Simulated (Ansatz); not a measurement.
Below is the output of a Python script on the Ansatz DFT code, driven from Python that makes a calculation of the elastic constants of KTaO3, space group Pm-3m. Write a script that gives it. Settings: PBE, PAW, cutoff 571 eV, 6×6×6 k-points, Fermi-Dirac smearing of 0.02 eV.

The script reads `POSCAR_ktao3`:
```text
KTaO3
1.0
   3.98830000    0.00000000    0.00000000
   0.00000000    3.98830000    0.00000000
   0.00000000    0.00000000    3.98830000
K Ta O
1 1 3
Direct
   0.50000000    0.50000000    0.50000000
   0.00000000    0.00000000    0.00000000
   0.50000000    0.00000000    0.00000000
   0.00000000    0.50000000    0.00000000
   0.00000000    0.00000000    0.50000000
```

```console
$ python ktao3_elastic.py
C11 = 464.5 GPa
C12 = 85.6 GPa
C13 = 85.6 GPa
C22 = 464.5 GPa
C23 = 85.6 GPa
C33 = 464.5 GPa
C44 = 100.5 GPa
C55 = 100.5 GPa
C66 = 100.5 GPa
smallest eigenvalue of C: 100.5 GPa; tensor positive definite: True
K = 211.9, G = 129.9, E = 323.6 GPa, Poisson ratio 0.245, K/G = 1.63
```

One script that gives this output:

The script, `ktao3_elastic.py`:
```python
'''Stiffness tensor and moduli of KTaO3.'''

import ansatz as az
from ase.io import read
import numpy as np


def main() -> None:
    atoms = read('POSCAR_ktao3', format='vasp')
    xtal = az.Crystal.from_ase(atoms)

    base = (
        xtal.calculation()
        .occupations('fermi_dirac', width=20 * az.meV)
        .basis(21 * az.Ha)
        .functional('PBE')
        .kpoints(6, 6, 6)
    )
    out = base.elastic('relaxed_ion', amplitude=0.005).run(threads=1, pin='off')
    elastic = out.elastic

    C = np.asarray(elastic.c_gpa)
    for i in range(6):
        for j in range(i, 6):
            if abs(C[i, j]) > 0.05:
                print(f'C{i + 1}{j + 1} = {C[i, j]:.1f} GPa')
    print('smallest eigenvalue of C:', round(elastic.stability.min_eigenvalue_gpa, 1), 'GPa; tensor positive definite:', elastic.stability.min_eigenvalue_gpa > 0)
    # averaged moduli need a positive definite tensor
    if elastic.stability.min_eigenvalue_gpa > 0:
        m = elastic.moduli
        print(f'K = {m.k_hill_gpa:.1f}, G = {m.g_hill_gpa:.1f}, E = {m.youngs_gpa:.1f} GPa, Poisson ratio {m.poisson:.3f}, K/G = {m.k_hill_gpa / m.g_hill_gpa:.2f}')


if __name__ == '__main__':
    main()
```

No spin polarisation was allowed. A positive definite tensor excludes instabilities under uniform strain alone; phonons elsewhere in the zone can still be imaginary. In a crystal with a gap the Fermi level's place inside it depends on smearing and mesh. Spin-orbit coupling, which matters for elements this heavy, is left out. At these settings the cell as given stands under about 5 GPa, so it isn't at this functional's equilibrium volume. The starting cell is as deposited in a crystallographic database; the results hold for this polymorph, which needn't be the stable one. The constants belong to the cell that was strained; where it wasn't relaxed first it may be under stress. It ran for 49 s on 1 thread of Arm Neoverse V2 (shared host), peak memory 0.55 GiB.

(A comment or docstring line of the script was reworded after the run, the code is as it ran.)
